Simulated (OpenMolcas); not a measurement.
# CH3ClFIn (SMILES [CH3][In]([F])[Cl]) at 6 levels

Aim: a comparison of 6 runs (HF/STO-3G, HF/3-21G, M06-2X/def2-SVP, PBE/def2-SVP, PBE0/def2-SVP, TPSS/def2-SVP) of CH3ClFIn. 

The calculation is run with OpenMolcas 26.06.

### Step 1. The system as given

CH3ClFIn has 7 atoms, charge 0, and is taken as a singlet. As SMILES, `[CH3][In]([F])[Cl]`. The shape is that of a PBE0-D4/def2-TZVP optimisation.

Bond lengths: C1–In2 2.122 Å, In2–F3 1.947 Å, In2–Cl4 2.316 Å, C1–H5 1.089 Å, C1–H6 1.090 Å, C1–H7 1.088 Å. Angles: C1–In2–F3 121.8°, C1–In2–Cl4 129.4°, F3–In2–Cl4 108.8°, In2–C1–H5 109.1°, In2–C1–H6 108.9°, In2–C1–H7 109.1°, H5–C1–H6 109.2°, H5–C1–H7 110.4°, H6–C1–H7 110.2°.

### Step 2. Energy and gradient at HF/STO-3G (run 1)

test.input

```
* CH3ClFIn Hartree-Fock
>>> EXPORT MOLCAS_PRINT=2

&GATEWAY
  BasLib
  $CurrDir
  Coord
  7
  angstrom
  C       -0.390800       0.951400       0.427300
  In       0.391000      -0.846100      -0.384300
  F        2.306000      -1.125500      -0.600500
  Cl      -0.728400      -2.728700      -1.135500
  H       -1.112900       1.373000      -0.270800
  H       -0.891300       0.725700       1.368500
  H        0.426300       1.650400       0.595200
  Basis
  STO-3G
  Group
  NoSym

&SEWARD

&SCF
  Thresholds
  1e-10 1e-07 1e-07 1e-05
  PrOrbitals
  1 2

&ALASKA
```

The basis set STO-3G is read from a file made from the Basis Set Exchange's data (not shown).

On the command line:

```bash
$ export MOLCAS_MEM=1860
$ pymolcas test.input > test.log
```

Output:

```text
--- Start Module: gateway ---
[...]
--- Stop Module: gateway /rc=_RC_ALL_IS_WELL_ ---
[...]
      Basis functions           49
[...]
--- Start Module: scf ---
[...]
       Convergence after  12 Iterations
[...]
::    Total SCF energy                              -6274.7559645933
[...]
      Total spin, S                                     0.0000000000
[...]
      Total electronic charge=   84.000000
      Total            charge=   -0.000000
[...]
      Dipole Moment (debye):
      Origin of the operator (angstrom)=    0.3099   -1.0812   -0.4809
                   X=  8.0786E-02               Y=  2.9796E+00               Z=  1.2751E+00           Total=  3.2420E+00
      Quadrupole Moment (debye*angstrom):
[...]
--- Stop Module: scf /rc=_RC_ALL_IS_WELL_ ---
[...]
--- Start Module: alaska ---
[...]
 *              Molecular gradients               *
 **************************************************
  Irreducible representation: a
 ------------------------------------------------------------------------------------------
                              X                       Y                       Z
 ------------------------------------------------------------------------------------------
  C1               -4.97414625076686E-03    2.69308247679163E-02    1.14065621132191E-02
  IN2              -3.06308869425695E-02    2.53138831141797E-03    2.57774444056302E-03
  F3                3.62539680403842E-02   -4.47002496152749E-03   -3.74169574953997E-03
  CL4              -4.28033165565367E-03   -1.15221918937820E-02   -4.72547402542745E-03
  H5               -4.23503762118127E-03   -3.91983868260759E-03   -9.70593458640590E-03
  H6               -2.23842736248558E-03   -9.45430288584349E-03    5.40189521923207E-03
  H7                1.01048617922777E-02   -9.58546552984885E-05   -1.21309741163489E-03
 ------------------------------------------------------------------------------------------
--- Stop Module: alaska /rc=_RC_ALL_IS_WELL_ ---
[...]
```

Run time: 6.9 s. Hardware: 1 thread of AMD EPYC 7R43 (Zen 3), shared host; peak memory 0.38 GiB.

### Step 3. Energy and gradient at HF/3-21G (run 2)

calc.inp

```
* CH3ClFIn Hartree-Fock
>>> EXPORT MOLCAS_PRINT=2
&GATEWAY
BasLib
$CurrDir
Coord
7
angstrom
C       -0.390800       0.951400       0.427300
In       0.391000      -0.846100      -0.384300
F        2.306000      -1.125500      -0.600500
Cl      -0.728400      -2.728700      -1.135500
H       -1.112900       1.373000      -0.270800
H       -0.891300       0.725700       1.368500
H        0.426300       1.650400       0.595200
Basis
3-21G
Group
NoSym
&SEWARD
&SCF
Thresholds
1e-10 1e-07 1e-07 1e-05
PrOrbitals
1 2
&ALASKA
```

The basis set 3-21G is read from a file made from the Basis Set Exchange's data (not shown).

On the command line:

```bash
$ export MOLCAS_MEM=1860
$ pymolcas calc.inp > calc.log
```

Output:

```text
--- Start Module: gateway ---
[...]
--- Stop Module: gateway /rc=_RC_ALL_IS_WELL_ ---
[...]
      Basis functions           68
[...]
--- Start Module: scf ---
[...]
       Convergence after  14 Iterations
[...]
::    Total SCF energy                              -6310.4460628668
[...]
      Total spin, S                                     0.0000000000
[...]
      Total electronic charge=   84.000000
      Total            charge=   -0.000000
[...]
      Dipole Moment (debye):
      Origin of the operator (angstrom)=    0.3099   -1.0812   -0.4809
                   X= -1.3419E+00               Y=  3.9932E+00               Z=  1.7843E+00           Total=  4.5749E+00
      Quadrupole Moment (debye*angstrom):
[...]
--- Stop Module: scf /rc=_RC_ALL_IS_WELL_ ---
[...]
--- Start Module: alaska ---
[...]
 *              Molecular gradients               *
 **************************************************
  Irreducible representation: a
 ------------------------------------------------------------------------------------------
                              X                       Y                       Z
 ------------------------------------------------------------------------------------------
  C1                4.19679575899323E-03   -3.50107117903775E-03   -1.95825886635159E-03
  IN2              -3.96926826413915E-02   -9.81128447814683E-03   -2.12579382251121E-03
  F3                1.82343456853928E-02   -3.90017498790574E-03   -2.60569597206706E-03
  CL4               1.57681264047653E-02    2.35041945650210E-02    9.28288850112580E-03
  H5               -2.45487349404439E-03   -1.84666938227185E-03   -5.44839391497698E-03
  H6               -1.26464847692809E-03   -5.13411724658182E-03    3.19885919908813E-03
  H7                5.21293676319878E-03    6.89122709005119E-04   -3.43605124348167E-04
 ------------------------------------------------------------------------------------------
--- Stop Module: alaska /rc=_RC_ALL_IS_WELL_ ---
[...]
```

Run time: 9.9 s. Hardware: 1 thread of AMD EPYC 7R43 (Zen 3), shared host; peak memory 0.41 GiB.

Runs 3 to 5 aren't shown in full; the table further down has their settings and results.

### Step 4. Energy and forces at TPSS/def2-SVP (core potential) (run 6)

run.inp

```
>>> EXPORT MOLCAS_PRINT=2

&GATEWAY
  BasLib = $CurrDir
  BasisSet
  C.def2-SVP....
  C1 -0.390800 0.951400 0.427300 angstrom
  End of Basis
  BasisSet
  In.def2-SVP....
  In2 0.391000 -0.846100 -0.384300 angstrom
  End of Basis
  BasisSet
  F.def2-SVP....
  F3 2.306000 -1.125500 -0.600500 angstrom
  End of Basis
  BasisSet
  Cl.def2-SVP....
  Cl4 -0.728400 -2.728700 -1.135500 angstrom
  End of Basis
  BasisSet
  H.def2-SVP....
  H5 -1.112900 1.373000 -0.270800 angstrom
  H6 -0.891300 0.725700 1.368500 angstrom
  H7 0.426300 1.650400 0.595200 angstrom
  End of Basis

&SEWARD
  GridInput
  Grid=UltraFine
  End of Grid

&SCF
  KSDFT = 2
  1.0 MGGA_X_TPSS
  1.0 MGGA_C_TPSS
  Thresholds = 1e-10 1e-07 1e-07 1e-05
  PrOrbitals = 1 2

&ALASKA
```

The basis set def2-SVP is read from a file made from the Basis Set Exchange's data (not shown).

On the command line:

```bash
$ export MOLCAS_MEM=1860
$ pymolcas run.inp > run.log
```

Output:

```text
--- Start Module: gateway ---
[...]
--- Stop Module: gateway /rc=_RC_ALL_IS_WELL_ ---
[...]
      Basis functions           87
[...]
--- Start Module: scf ---
[...]
       Convergence after  19 Iterations
[...]
::    Total KS-DFT energy                            -789.8671545957
[...]
      Total spin, S                                     0.0000000000
[...]
      Total electronic charge=   56.000000
      Total            charge=   -0.000000
[...]
      Dipole Moment (debye):
      Origin of the operator (angstrom)=    0.3099   -1.0812   -0.4809
                   X= -1.8366E+00               Y=  3.1237E+00               Z=  1.4379E+00           Total=  3.8985E+00
      Quadrupole Moment (debye*angstrom):
[...]
--- Stop Module: scf /rc=_RC_ALL_IS_WELL_ ---
[...]
--- Start Module: alaska ---
[...]
 *              Molecular gradients               *
 **************************************************
  Irreducible representation: a
 ------------------------------------------------------------------------------------------
                              X                       Y                       Z
 ------------------------------------------------------------------------------------------
  C1                1.14554540987788E-03   -1.43582283052446E-03   -6.98895860561155E-04
  IN2               1.93262082787077E-03   -5.26144389518990E-03   -2.35391501879256E-03
  F3               -1.22338921341019E-02    1.77815742693843E-03    1.36743198851597E-03
  CL4               6.75294906812418E-03    1.07784062833360E-02    4.27601659065502E-03
  H5                5.33076521456843E-03   -2.96953687276735E-03    5.61829426892313E-03
  H6                3.57207356799716E-03    2.15949747616129E-03   -7.10528456367587E-03
  H7               -6.50006195430919E-03   -5.04925758788177E-03   -1.10364740502966E-03
 ------------------------------------------------------------------------------------------
--- Stop Module: alaska /rc=_RC_ALL_IS_WELL_ ---
[...]
```

Run time: 56 s. Hardware: 1 thread of AMD EPYC 7R43 (Zen 3), shared host; peak memory 0.47 GiB.

### Step 5. All runs side by side

| run | level | integration grid | energy (Eh) | dipole moment (D) | HOMO energy (eV) | LUMO energy (eV) | wall time |
| --- | --- | --- | --- | --- | --- | --- | --- |
| 1 | HF/STO-3G | – | -6274.755965 | 3.24 | -8.70 | 5.54 | 6.9 s |
| 2 | HF/3-21G | – | -6310.446063 | 4.57 | -11.61 | 1.24 | 9.9 s |
| 3 | M06-2X/def2-SVP (core potential) | UltraFine | -789.770607 | 4.05 | -9.87 | -0.75 | 42 s |
| 4 | PBE/def2-SVP (core potential) | UltraFine | -789.565040 | 3.83 | -7.15 | -2.29 | 47 s |
| 5 | PBE0/def2-SVP (core potential) | UltraFine | -789.611497 | 4.03 | -8.58 | -1.42 | 41 s |
| 6 | TPSS/def2-SVP (core potential) | UltraFine | -789.867155 | 3.90 | -7.29 | -2.16 | 56 s |

### Step 6. Outcome

| quantity | value |
| --- | --- |
| run 6: total energy | -789.86715 Eh |
| run 6: dipole moment | 3.90 D |
| run 6: HOMO energy | -7.29 eV |
| run 6: LUMO energy | -2.16 eV |
| run 6: HOMO–LUMO gap | 5.12 eV |
| run 6: largest force on an atom | 0.690 eV/Å |

**Reading.** The dipole moment (its size) runs from 3.24 D (HF/STO-3G) to 4.57 D (HF/3-21G). The HOMO–LUMO gap runs from 4.86 eV (PBE/def2-SVP) to 14.24 eV (HF/STO-3G). The two ends differ in method and basis and core potential. Totals of different functionals can't be ranked against each other. Some runs of one species differ in core potentials or relativity; totals across that change don't compare. In run 1 the basis is minimal, so the values are rough. In runs 1, 2 relativity is left out where basis or elements ask for it. All runs together took 3.4 min, the longest 56 s.
